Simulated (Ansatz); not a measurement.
# GeH− (triplet): wave-function methods side by side, aug-cc-pVTZ

An exercise on one series of results from a longer session: the logs are not shown, and one member is left open.

Method: aug-cc-pVTZ, core rule «outside noble gas», up to 14 orbitals frozen; program: Ansatz 0.2.0, Gaussian basis.

Plan: UHF; CCSD(T) on ROHF; CCSD(T) on UHF; BCCD(T) on ROHF; CCSDT(Q) on ROHF; CCSDT(Q) on UHF; CASSCF and MRCISD+Q, 6 electrons in 5 orbitals; CASSCF and NEVPT2, 6 electrons in 5 orbitals.

7 further runs of the same task are left out: 2 that didn't finish, 5 set aside as unsound or not needed.

## The system

The geometry is a PBE0/def2-TZVPD stationary point (not a proven minimum) of the parent state, kept for this charge and spin. No spin-orbit coupling is included. The filled d shell of Ge may be among the frozen orbitals whatever the setting's name suggests; the logs give the count.

2 atoms, charge -1, spin multiplicity 3.

Atoms are counted from 1 here; the program's logs count them from 0.

Bond lengths: Ge1–H2 1.633 Å.

Coordinates:

| atom | x (Å) | y (Å) | z (Å) |
| --- | --- | --- | --- |
| Ge1 | 0.00000 | 0.00000 | 0.00000 |
| H2 | 0.00000 | 0.00000 | 1.63317 |

The first run:

The input, in.yaml:

```yaml
crystal:
  periodic: [false, false, false]
  atoms:
    - {symbol: Ge, position_ang: [0.000000, 0.000000, 0.000000]}
    - {symbol: H, position_ang: [0.000000, 0.000000, 1.633171]}
basis:
  gaussian: {orbitals: aug-cc-pVTZ}
total_charge: -1
magnetization: {spin_polarized: true, initial_magnetization: 2}
hamiltonian: {xc: hf}
output: {orbitals: {seedname: orbitals}}
```

Command:

```sh
ansatz run in.yaml --threads 1 --pin off --events-out ev --progress --plain --max-ram 2393MiB
```

Steps of the session up to this table: UHF; CCSD(T) on ROHF; CCSD(T) on UHF; BCCD(T) on ROHF; CCSDT(Q) on ROHF; CCSDT(Q) on UHF; CASSCF and MRCISD+Q, 6 electrons in 5 orbitals; CASSCF and NEVPT2, 6 electrons in 5 orbitals.

One of the session's tables, all rows but one given; the rest of the session is left out.

```
          method  from UCCSDT(Q) (meV)
            ROHF               +3344.8
             UHF               +3213.8
            RMP2                +662.6
            UMP2                +690.3
           RCCSD                +163.0
           UCCSD                +152.2
        RCCSD(T)                 +35.3
        UCCSD(T)                 +29.6
         BCCD(T)                 +35.3
          RCCSDT                 +11.5
          UCCSDT                  +4.6
       RCCSDT(Q)                     ?
       UCCSDT(Q)                     0
  CASSCF valence               +2868.4
  NEVPT2 valence                +746.1
  MRCISD valence                +224.4
MRCISD+Q valence                 +32.1
```

Estimate the missing values for RCCSDT(Q).

The run gave: from UCCSDT(Q) (meV): +6.6. In the column «from UCCSDT(Q) (meV)» it lies between UCCSDT (+4.6) and RCCSDT (+11.5).

Among the levels timed on like hardware and quicker than the yardstick, those that no quicker one beats, quickest first: NEVPT2 valence (2.1 s, +746.1 meV); MRCISD+Q valence (2.7 s, +32.1 meV); UCCSD(T) (2.8 s, +29.6 meV).

To keep in mind: Of the multireference levels listed MRCISD+Q valence comes nearest in total energy (+32.1 meV), which doesn't show that its space is the better one. Restricted and unrestricted rows rest on different reference determinants; where their highest levels disagree by more than a few hundredths of an eV, they describe different states and don't form one ladder.
